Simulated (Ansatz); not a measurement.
# C3H4BF: one molecule under many settings

Aim: run C3H4BF under a spread of inputs, and see what each costs and gives.

Program: Ansatz 0.2.0, Gaussian basis. Level of theory: the settings change from run to run. These are calculated values, not measurements.

### Step 1. The molecule

The structure was relaxed beforehand with PBE0-D4 in a triple-zeta def2 set.

SMILES `BC1=CC1F`, 9 atoms, charge 0, spin multiplicity 1.

Atoms are counted from 1 here; the program's logs count them from 0.

Bond lengths: B1–C2 1.499 Å, B1–H6 1.195 Å, B1–H7 1.194 Å, C2–C3 1.310 Å, C2–C4 1.516 Å, C3–C4 1.428 Å, C3–H8 1.078 Å, C4–F5 1.377 Å, C4–H9 1.086 Å. Angles: C2–B1–H6 120.3°, C2–B1–H7 119.3°, H6–B1–H7 120.4°, B1–C2–C3 163.2°, B1–C2–C4 136.5°, C3–C2–C4 60.2°, C2–C3–C4 67.1°, C2–C3–H8 144.9°, C4–C3–H8 146.8°, C2–C4–C3 52.7°, C2–C4–F5 118.5°, C2–C4–H9 121.0°, C3–C4–F5 119.4°, C3–C4–H9 126.0°, F5–C4–H9 109.0°.

### Step 2. RPA/def2-SVPD

This run has a grid of angular degree 47, relativity set to scalar.

in.yaml reads:

```yaml
crystal:
  periodic: [false, false, false]
  atoms:
    - {symbol: B, position_ang: [-0.487908, 1.180134, -1.057056]}
    - {symbol: C, position_ang: [-0.291296, -0.033190, -0.199630]}
    - {symbol: C, position_ang: [-0.374056, -1.239195, 0.304649]}
    - {symbol: C, position_ang: [0.624628, -0.439375, 0.938156]}
    - {symbol: F, position_ang: [1.953649, -0.672694, 0.661931]}
    - {symbol: H, position_ang: [-1.452026, 1.870598, -0.911909]}
    - {symbol: H, position_ang: [0.360637, 1.485631, -1.838881]}
    - {symbol: H, position_ang: [-0.788128, -2.224977, 0.169772]}
    - {symbol: H, position_ang: [0.543202, 0.026767, 1.915768]}
basis:
  gaussian: {orbitals: def2-SVPD, final_grid: {core_spheres: 20, valence_spheres: 16, degree: 47}}
hamiltonian: {xc: {name: HF}, pseudopotentials: {relativity: scalar}}
correlation: {method: rpa}
```

The run is started by

```bash
$ ansatz run in.yaml --threads 2 --pin off --events-out ev --progress --plain --max-ram 4352MiB
```

The program printed:

```text
Functional definition: HF
  name "HF"
  cite "Fock, Z. Phys. 61, 126 (1930) doi:10.1007/BF01340294"
  parent pbe
  exchange = exact_x
  correlation = 0
1342 factors; integrals over basis functions are off by at most 1.0e-3 eV
mean field evaluation 1: about -6525.6159 eV, gradient 2.9e1 eV
mean field evaluation 2: about -6525.6836 eV, gradient 2.9e1 eV
mean field evaluation 4: about -6528.0199 eV, gradient 3.9e0 eV
mean field evaluation 8: about -6528.0693 eV, gradient 2.4e-1 eV
mean field -6528.06981256 eV, -239.9021407271 hartree, gradient 9.3e-7 eV, S^2 0.000000; 0 other end points of the search recorded, 0 dependent functions left out
5 core orbitals not correlated: weight in the atoms' cores, before any rotation towards them, 1.000 or more for the frozen orbitals, at most 0.000 for the correlated occupied ones
reference -6528.06981256 eV, -239.9021407271 hartree; 13, 13 occupied and 117, 117 virtual orbitals, 1342 factors
Total energy: -6549.07662901 eV, -240.6741269925 hartree
Relativity: scalar
```

Run time: 2.2 s. Hardware: 2 threads of Arm Neoverse V1, shared host; peak memory 0.28 GiB.

### Step 3. BHLYP/cc-pVTZ

Options: density fitting with def2-universal-jkfit.

Edit in.yaml of step 2 so:

```diff
@@ -13,4 +13,3 @@
 basis:
-  gaussian: {orbitals: def2-SVPD, final_grid: {core_spheres: 20, valence_spheres: 16, degree: 47}}
-hamiltonian: {xc: {name: HF}, pseudopotentials: {relativity: scalar}}
-correlation: {method: rpa}
+  gaussian: {orbitals: cc-pVTZ, fitting: {mean_field: def2-universal-jkfit}}
+hamiltonian: {xc: {name: BHLYP}}
```

Launched as before.

The program printed:

```text
Functional definition: BHLYP
  name "BHLYP"
  cite "Becke, J. Chem. Phys. 98, 1372 (1993) doi:10.1063/1.464304"
  cite "Becke, Phys. Rev. A 38, 3098 (1988) doi:10.1103/PhysRevA.38.3098"
  cite "Lee, Yang & Parr, Phys. Rev. B 37, 785 (1988) doi:10.1103/PhysRevB.37.785"
  parameter a = 0.5
  exchange = (1 - a)*b88_x + a*exact_x
  correlation = lyp_c
449 factors; integrals over basis functions are off by at most 9.8e-1 eV
mean field evaluation 1: about -6562.2014 eV, gradient 3.8e1 eV
mean field evaluation 2: about -6563.5239 eV, gradient 3.0e1 eV
mean field evaluation 4: about -6565.3175 eV, gradient 1.2e0 eV
mean field evaluation 8: about -6565.3206 eV, gradient 2.4e-2 eV
mean field -6565.32058872 eV, -241.2710815013 hartree, gradient 5.0e-5 eV, S^2 0.000000; 0 other end points of the search recorded, 0 dependent functions left out
reference -6565.32075443 eV, -241.2710875911 hartree; 18, 18 occupied and 188, 188 virtual orbitals, 449 factors
Total energy: -6565.32075443 eV, -241.2710875911 hartree
```

It took 2.1 s on 2 threads of Arm Neoverse V1, shared host.

### Step 4. RPBE/ANO-RCC-VTZP

Options: a point charge of 1.00 e beside it, high accuracy.

Edit in.yaml of step 3 so:

```diff
@@ -13,3 +13,5 @@
 basis:
-  gaussian: {orbitals: cc-pVTZ, fitting: {mean_field: def2-universal-jkfit}}
-hamiltonian: {xc: {name: BHLYP}}
+  gaussian: {orbitals: ANO-RCC-VTZP, point_charges: [{charge: 1.00, position_ang: [6.374, 0.162, 0.555]}]}
+hamiltonian: {xc: {name: RPBE}}
+accuracy: high
+output: {forces: true}
```

The command is unchanged.

The program printed (excerpt; [...] marks lines left out):

```text
Functional definition: RPBE
  name "RPBE"
  cite "Hammer, Hansen & Nørskov, Phys. Rev. B 59, 7413 (1999) doi:10.1103/PhysRevB.59.7413"
  cite "Perdew, Burke & Ernzerhof, Phys. Rev. Lett. 77, 3865 (1996) doi:10.1103/PhysRevLett.77.3865"
[...]
3907 factors; integrals over basis functions are off by at most 3.1e-9 eV
[...]
mean field -6573.46214728 eV, -241.5702782598 hartree, gradient 6.2e-8 eV, S^2 0.000000; 0 other end points of the search recorded, 0 dependent functions left out
[...]
reference -6573.46215303 eV, -241.5702784713 hartree; 18, 18 occupied and 188, 188 virtual orbitals, 3907 factors
Total energy: -6573.46215303 eV, -241.5702784713 hartree
Relativity: scalar
Atom 0 at    -0.487908     1.180134    -1.057056 Å, force    -0.131846     0.100628    -0.066018 eV/Å
Atom 1 at    -0.291296    -0.033190    -0.199630 Å, force    -0.173584     0.772137    -0.578158 eV/Å
Atom 2 at    -0.374056    -1.239195     0.304649 Å, force    -0.244837    -0.887213     0.209597 eV/Å
Atom 3 at     0.624628    -0.439375     0.938156 Å, force    -1.044900     0.226864     0.580134 eV/Å
Atom 4 at     1.953649    -0.672694     0.661931 Å, force     1.742232    -0.235464    -0.262649 eV/Å
Atom 5 at    -1.452026     1.870598    -0.911909 Å, force    -0.088772     0.090791     0.007150 eV/Å
Atom 6 at     0.360637     1.485631    -1.838881 Å, force     0.140626     0.068048    -0.114590 eV/Å
Atom 7 at    -0.788128    -2.224977     0.169772 Å, force    -0.109415    -0.226071    -0.015757 eV/Å
Atom 8 at     0.543202     0.026767     1.915768 Å, force     0.012278     0.115771     0.243637 eV/Å
Dipole moment:    -0.527683    -0.058736     0.029635 e Å
```

It took 3.6 min on 2 threads of Arm Neoverse V1, shared host; peak memory 1.3 GiB.

Largest force 1.778 eV/Å, dipole 2.55 D.

### Step 5. B2GP-PLYP/6-31G*

Set apart from the defaults: a point charge of 1.00 e beside it.

Edit in.yaml of step 4 so:

```diff
@@ -13,5 +13,3 @@
 basis:
-  gaussian: {orbitals: ANO-RCC-VTZP, point_charges: [{charge: 1.00, position_ang: [6.374, 0.162, 0.555]}]}
-hamiltonian: {xc: {name: RPBE}}
-accuracy: high
-output: {forces: true}
+  gaussian: {orbitals: "6-31G*", point_charges: [{charge: 1.00, position_ang: [5.339, 0.382, 0.742]}]}
+hamiltonian: {xc: {name: B2GP-PLYP}}
```

The command is unchanged.

The program printed (excerpt; [...] marks lines left out):

```text
Functional definition: B2GP-PLYP
  name "B2GP-PLYP"
  cite "Karton, Tarnopolsky, Lamère, Schatz & Martin, J. Phys. Chem. A 112, 12868 (2008) doi:10.1021/jp801805p"
  cite "Becke, Phys. Rev. A 38, 3098 (1988) doi:10.1103/PhysRevA.38.3098"
  cite "Lee, Yang & Parr, Phys. Rev. B 37, 785 (1988) doi:10.1103/PhysRevB.37.785"
[...]
826 factors; integrals over basis functions are off by at most 1.3e-3 eV
[...]
mean field -6551.07305510 eV, -240.7474942982 hartree, gradient 8.1e-6 eV, S^2 0.000000; 0 other end points of the search recorded, 0 dependent functions left out
5 core orbitals not correlated: weight in the atoms' cores, before any rotation towards them, 1.000 or more for the frozen orbitals, at most 0.000 for the correlated occupied ones
reference -6551.07314719 eV, -240.7474976823 hartree; 13, 13 occupied and 65, 65 virtual orbitals, 826 factors
second order -19.56027743 eV of doubles, -0.00000000 eV of singles
Total energy: -6558.11484706 eV, -241.0062753797 hartree
```

Wall time 1.8 s (2 threads of Arm Neoverse V1, shared host).

### Step 6. wB97M-V/6-31G*

Set apart from the defaults: charge -1, multiplicity 2, the search for lower states set to light.

Edit in.yaml of step 5 so:

```diff
@@ -13,3 +13,6 @@
 basis:
-  gaussian: {orbitals: "6-31G*", point_charges: [{charge: 1.00, position_ang: [5.339, 0.382, 0.742]}]}
-hamiltonian: {xc: {name: B2GP-PLYP}}
+  gaussian: {orbitals: "6-31G*"}
+total_charge: -1
+magnetization: {spin_polarized: true, initial_magnetization: 1}
+hamiltonian: {xc: {name: wB97M-V}}
+scf: {lower_state_search: light}
```

Same command.

The program printed (excerpt; [...] marks lines left out):

```text
Functional definition: wB97M-V
  name "wB97M-V"
  cite "Mardirossian & Head-Gordon, J. Chem. Phys. 144, 214110 (2016) doi:10.1063/1.4952647"
  cite "Becke, J. Chem. Phys. 107, 8554 (1997) doi:10.1063/1.475007"
  cite "Vydrov & Van Voorhis, J. Chem. Phys. 133, 244103 (2010) doi:10.1063/1.3521275"
  # Of w^i u^j: cxij and so on, Table III.
[...]
  gx(w, u) = 1 - cx + cx01*u + cx10*w
  gss(w, u) = css00 + css04*u^4 + css10*w + css20*w^2 + css43*w^4*u^3
  gos(w, u) = cos00 + cos10*w + (cos20 + cos21*u)*w^2 + (cos60 + cos61*u)*w^6
[...]
      + integral(e_c_pw_mod_opposite_spin*gos(b97_w_opposite, b97_u_opposite)) + vv10(b, c)
826 factors; integrals over basis functions are off by at most 1.3e-3 eV
201 factors; integrals over basis functions are off by at most 3.8e-6 eV
[...]
mean field -6562.96610056 eV, -241.1845556573 hartree, gradient 6.2e-5 eV, S^2 0.753888; 0 other end points of the search recorded, 0 dependent functions left out
reference -6562.96612933 eV, -241.1845567147 hartree; 19, 18 occupied and 64, 65 virtual orbitals, 826 factors
Total energy: -6562.96612933 eV, -241.1845567147 hartree
```

Run time: 12 s. Hardware: 2 threads of Arm Neoverse V1, shared host; peak memory 0.34 GiB.

⟨S²⟩ 0.754.

### Step 7. B97M-V/def2-TZVP

Set apart from the defaults: finite nuclei.

Edit in.yaml of step 6 so:

```diff
@@ -13,6 +13,4 @@
 basis:
-  gaussian: {orbitals: "6-31G*"}
-total_charge: -1
-magnetization: {spin_polarized: true, initial_magnetization: 1}
-hamiltonian: {xc: {name: wB97M-V}}
-scf: {lower_state_search: light}
+  gaussian: {orbitals: def2-TZVP, nuclear_model: gaussian}
+hamiltonian: {xc: {name: B97M-V}}
+output: {forces: true}
```

The command is unchanged.

The program printed (excerpt; [...] marks lines left out):

```text
Functional definition: B97M-V
  name "B97M-V"
  cite "Mardirossian & Head-Gordon, J. Chem. Phys. 142, 074111 (2015) doi:10.1063/1.4907719"
  cite "Becke, J. Chem. Phys. 107, 8554 (1997) doi:10.1063/1.475007"
  cite "Vydrov & Van Voorhis, J. Chem. Phys. 133, 244103 (2010) doi:10.1063/1.3521275"
  # Of w^i u^j: cxij and so on, Table III.
[...]
  gx(w, u) = cx00 + cx01*u + cx02*u^2 + (cx10 + cx11*u)*w
  gss(w, u) = css00 + css02*u^2 + css10*w + (css32*w^3 + css42*w^4)*u^2
  gos(w, u) = cos00 + cos01*u + cos03*u^3 + cos10*w + cos32*w^3*u^2
[...]
      + integral(e_c_pw_mod_opposite_spin*gos(b97_w_opposite, b97_u_opposite)) + vv10(b, c)
1041 factors; their error is unknown
[...]
mean field -6568.40756827 eV, -241.3845259073 hartree, gradient 5.2e-5 eV, S^2 0.000000; 0 other end points of the search recorded, 0 dependent functions left out
[...]
reference -6568.40762876 eV, -241.3845281302 hartree; 18, 18 occupied and 161, 161 virtual orbitals, 1041 factors
Total energy: -6568.40762876 eV, -241.3845281302 hartree
Atom 0 at    -0.487908     1.180134    -1.057056 Å, force     0.029464    -0.203497     0.133240 eV/Å
Atom 1 at    -0.291296    -0.033190    -0.199630 Å, force    -0.053604     0.187210    -0.194385 eV/Å
Atom 2 at    -0.374056    -1.239195     0.304649 Å, force     0.030828    -0.029898     0.081988 eV/Å
Atom 3 at     0.624628    -0.439375     0.938156 Å, force    -0.212510    -0.039785     0.168620 eV/Å
Atom 4 at     1.953649    -0.672694     0.661931 Å, force     0.070590    -0.009702    -0.022868 eV/Å
Atom 5 at    -1.452026     1.870598    -0.911909 Å, force     0.060657    -0.017588    -0.028480 eV/Å
Atom 6 at     0.360637     1.485631    -1.838881 Å, force    -0.056994     0.014859     0.042977 eV/Å
Atom 7 at    -0.788128    -2.224977     0.169772 Å, force     0.092790     0.171913     0.003184 eV/Å
Atom 8 at     0.543202     0.026767     1.915768 Å, force     0.038778    -0.073512    -0.184277 eV/Å
Dipole moment:    -0.347165    -0.076641     0.070093 e Å
```

Run time: 11 s. Hardware: 2 threads of Arm Neoverse V1, shared host.

Largest force 0.275 eV/Å, dipole 1.74 D.

### Step 8. MP2/6-31G*

Edit in.yaml of step 7 so:

```diff
@@ -13,4 +13,5 @@
 basis:
-  gaussian: {orbitals: def2-TZVP, nuclear_model: gaussian}
-hamiltonian: {xc: {name: B97M-V}}
+  gaussian: {orbitals: "6-31G*"}
+hamiltonian: {xc: {name: HF}}
+correlation: {method: mp2}
 output: {forces: true}
```

Launched as before.

The program printed (excerpt; [...] marks lines left out):

```text
Functional definition: HF
  name "HF"
  cite "Fock, Z. Phys. 61, 126 (1930) doi:10.1007/BF01340294"
  parent pbe
[...]
826 factors; integrals over basis functions are off by at most 1.3e-3 eV
[...]
mean field -6529.21267521 eV, -239.9441401546 hartree, gradient 9.9e-7 eV, S^2 0.000000; 0 other end points of the search recorded, 0 dependent functions left out
5 core orbitals not correlated: weight in the atoms' cores, before any rotation towards them, 1.000 or more for the frozen orbitals, at most 0.000 for the correlated occupied ones
reference -6529.21267521 eV, -239.9441401546 hartree; 13, 13 occupied and 65, 65 virtual orbitals, 826 factors
second order -16.90582538 eV of doubles, -0.00000000 eV of singles
[...]
Total energy: -6546.11850059 eV, -240.5654177782 hartree
Atom 0 at    -0.487908     1.180134    -1.057056 Å, force    -0.052382     0.338780    -0.256160 eV/Å
Atom 1 at    -0.291296    -0.033190    -0.199630 Å, force    -0.023021     0.558144    -0.253090 eV/Å
Atom 2 at    -0.374056    -1.239195     0.304649 Å, force    -0.258421    -0.916306     0.299668 eV/Å
Atom 3 at     0.624628    -0.439375     0.938156 Å, force    -0.126187     0.183411     0.329744 eV/Å
Atom 4 at     1.953649    -0.672694     0.661931 Å, force     0.579199    -0.084968    -0.128036 eV/Å
Atom 5 at    -1.452026     1.870598    -0.911909 Å, force     0.030855     0.002923    -0.027865 eV/Å
Atom 6 at     0.360637     1.485631    -1.838881 Å, force    -0.031420     0.023880     0.007534 eV/Å
Atom 7 at    -0.788128    -2.224977     0.169772 Å, force    -0.048867    -0.099600    -0.024797 eV/Å
Atom 8 at     0.543202     0.026767     1.915768 Å, force    -0.069755    -0.006263     0.053001 eV/Å
Dipole moment:    -0.347161    -0.058091     0.061017 e Å
```

Wall time 1.2 s (2 threads of Arm Neoverse V1, shared host).

Largest force 0.998 eV/Å, dipole 1.72 D.

### Step 9. wB97X-V/def2-mTZVPP

Edit in.yaml of step 8 so:

```diff
@@ -13,5 +13,3 @@
 basis:
-  gaussian: {orbitals: "6-31G*"}
-hamiltonian: {xc: {name: HF}}
-correlation: {method: mp2}
-output: {forces: true}
+  gaussian: {orbitals: def2-mTZVPP}
+hamiltonian: {xc: {name: wB97X-V}}
```

The command is unchanged.

The program printed (excerpt; [...] marks lines left out):

```text
Functional definition: wB97X-V
  name "wB97X-V"
  cite "Mardirossian & Head-Gordon, Phys. Chem. Chem. Phys. 16, 9904 (2014) doi:10.1039/C3CP54374A"
  cite "Becke, J. Chem. Phys. 107, 8554 (1997) doi:10.1063/1.475007"
  cite "Vydrov & Van Voorhis, J. Chem. Phys. 133, 244103 (2010) doi:10.1063/1.3521275"
[...]
      + integral(e_c_pw_opposite_spin*poly(b97_u_opposite, cos0, cos1)) + vv10(b, c)
1110 factors; their error is unknown
250 factors; integrals over basis functions are off by at most 9.4e-6 eV
[...]
mean field -6566.68134566 eV, -241.3210883965 hartree, gradient 2.1e-5 eV, S^2 0.000000; 0 other end points of the search recorded, 0 dependent functions left out
reference -6566.68134365 eV, -241.3210883226 hartree; 18, 18 occupied and 102, 102 virtual orbitals, 1110 factors
Total energy: -6566.68134365 eV, -241.3210883226 hartree
```

Wall time 6 s (2 threads of Arm Neoverse V1, shared host).

### Step 10. BHLYP/pcseg-2

This run has coordinates scaled by 1.05, finite nuclei, the search for lower states set to off.

in.yaml reads:

```yaml
crystal:
  periodic: [false, false, false]
  atoms:
    - {symbol: B, position_ang: [-0.512304, 1.239141, -1.109909]}
    - {symbol: C, position_ang: [-0.305861, -0.034850, -0.209611]}
    - {symbol: C, position_ang: [-0.392759, -1.301154, 0.319882]}
    - {symbol: C, position_ang: [0.655860, -0.461343, 0.985063]}
    - {symbol: F, position_ang: [2.051331, -0.706329, 0.695028]}
    - {symbol: H, position_ang: [-1.524627, 1.964128, -0.957504]}
    - {symbol: H, position_ang: [0.378669, 1.559913, -1.930825]}
    - {symbol: H, position_ang: [-0.827534, -2.336226, 0.178261]}
    - {symbol: H, position_ang: [0.570362, 0.028105, 2.011556]}
basis:
  gaussian: {orbitals: pcseg-2, nuclear_model: gaussian}
hamiltonian: {xc: {name: BHLYP}}
scf: {lower_state_search: off}
output: {forces: true}
```

The command is unchanged.

The program printed (excerpt; [...] marks lines left out):

```text
Functional definition: BHLYP
  name "BHLYP"
  cite "Becke, J. Chem. Phys. 98, 1372 (1993) doi:10.1063/1.464304"
  cite "Becke, Phys. Rev. A 38, 3098 (1988) doi:10.1103/PhysRevA.38.3098"
  cite "Lee, Yang & Parr, Phys. Rev. B 37, 785 (1988) doi:10.1103/PhysRevB.37.785"
[...]
1133 factors; their error is unknown
[...]
mean field -6564.70366587 eV, -241.2484100046 hartree, gradient 9.0e-6 eV, S^2 0.000000; 0 other end points of the search recorded, 0 dependent functions left out
[...]
reference -6564.70386652 eV, -241.2484173785 hartree; 18, 18 occupied and 188, 188 virtual orbitals, 1133 factors
Total energy: -6564.70386652 eV, -241.2484173785 hartree
Atom 0 at    -0.512304     1.239141    -1.109909 Å, force     0.045924    -0.112548     0.118594 eV/Å
Atom 1 at    -0.305861    -0.034850    -0.209611 Å, force     0.809689    -2.715094     1.970844 eV/Å
Atom 2 at    -0.392759    -1.301154     0.319882 Å, force     1.130509     3.151393    -0.817303 eV/Å
Atom 3 at     0.655860    -0.461343     0.985063 Å, force    -0.866376    -0.218451    -1.017971 eV/Å
Atom 4 at     2.051331    -0.706329     0.695028 Å, force    -2.351500     0.389152     0.465929 eV/Å
Atom 5 at    -1.524627     1.964128    -0.957504 Å, force     1.249400    -0.955875    -0.174577 eV/Å
Atom 6 at     0.378669     1.559913    -1.930825 Å, force    -1.105816    -0.442900     1.062957 eV/Å
Atom 7 at    -0.827534    -2.336226     0.178261 Å, force     0.800647     1.878433     0.274532 eV/Å
Atom 8 at     0.570362     0.028105     2.011556 Å, force     0.287522    -0.974110    -1.883006 eV/Å
Dipole moment:    -0.482278     0.007243     0.017139 e Å
Checks for a lower state left out: stability, starts, cluster_reference, orbital_swaps, neighbouring_geometries, increment
```

It took 3.3 s on 2 threads of Arm Neoverse V1, shared host; peak memory 0.41 GiB.

Largest force 3.451 eV/Å, dipole 2.32 D.

### Step 11. All runs side by side

```csv
level,charge,multiplicity,geometry,functions,energy (eV),time
RPA/def2-SVPD,0,1,relaxed,135,-6549.077,2.2 s
BHLYP/cc-pVTZ,0,1,relaxed,206,-6565.321,2.1 s
RPBE/ANO-RCC-VTZP,0,1,"relaxed, point charge",206,-6573.462,3.6 min
B2GP-PLYP/6-31G*,0,1,"relaxed, point charge",83,-6558.115,1.8 s
wB97M-V/6-31G*,-1,2,relaxed,83,-6562.966,12 s
B97M-V/def2-TZVP,0,1,relaxed,179,-6568.408,11 s
MP2/6-31G*,0,1,relaxed,83,-6546.119,1.2 s
wB97X-V/def2-mTZVPP,0,1,relaxed,120,-6566.681,6 s
BHLYP/pcseg-2,0,1,scaled,206,-6564.704,3.3 s
```

### Step 12. What came out

| quantity | value |
| --- | --- |
| runs | 9 |
| quickest | MP2/6-31G*, 1.2 s |
| slowest | RPBE/ANO-RCC-VTZP, 3.6 min |
| spread of total energies, same state and geometry | 22.3 eV |
| dipole, same state and geometry | 1.72 to 1.74 D |

**Reading.** RPBE/ANO-RCC-VTZP took 170 times as long as MP2/6-31G*. The jobs differ in tasks and options as well as level. Total energies at one charge and spin differ by 22 eV between levels, so only differences within one level mean anything. At the PBE0-D4/def2-TZVP geometry and in the same state, runs without warnings or point charges leave forces up to 1.00 eV/Å (MP2/6-31G*), against 3.5 eV/Å where the atoms were moved.
